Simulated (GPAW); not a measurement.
The system is TiO2.

```
CELL_PARAMETERS angstrom
-1.89210 1.89210 4.75730
1.89210 -1.89210 4.75730
1.89210 1.89210 -4.75730
ATOMIC_POSITIONS crystal
Ti 0.00000 0.00000 0.00000
Ti 0.75000 0.25000 0.50000
O 0.20810 0.20810 0.00000
O 0.95810 0.45810 0.50000
O 0.54190 0.04190 0.50000
O 0.79190 0.79190 0.00000
```

Base run:

| Property | Result |
| --- | --- |
| Program | GPAW 26.7.0 |
| Functional | GLLB-SC |
| Potentials or basis | the program's PAW data sets (release 1.2.1) made for this functional |
| Cutoff | 800 eV |
| Basis | pw |
| k mesh | 6 × 6 × 6 |
| Occupations | fermi-dirac, width 0.05 eV |
| Spin | no spin polarisation |

Its results: band gap on the k mesh, kohn-sham part alone 3.42 eV, indirect (least direct gap 3.70 eV).

**Question.** The run is repeated on the same cell with these changes: functional from GLLB-SC to LDA. What comes out?

**Answer.** Band gap on the k mesh 2.07 eV, indirect (least direct gap 2.39 eV).

Caveats: a model potential gives levels but no total energy (some runs).

A k mesh can miss the band edges.

Not every run made on this cell is shown here.
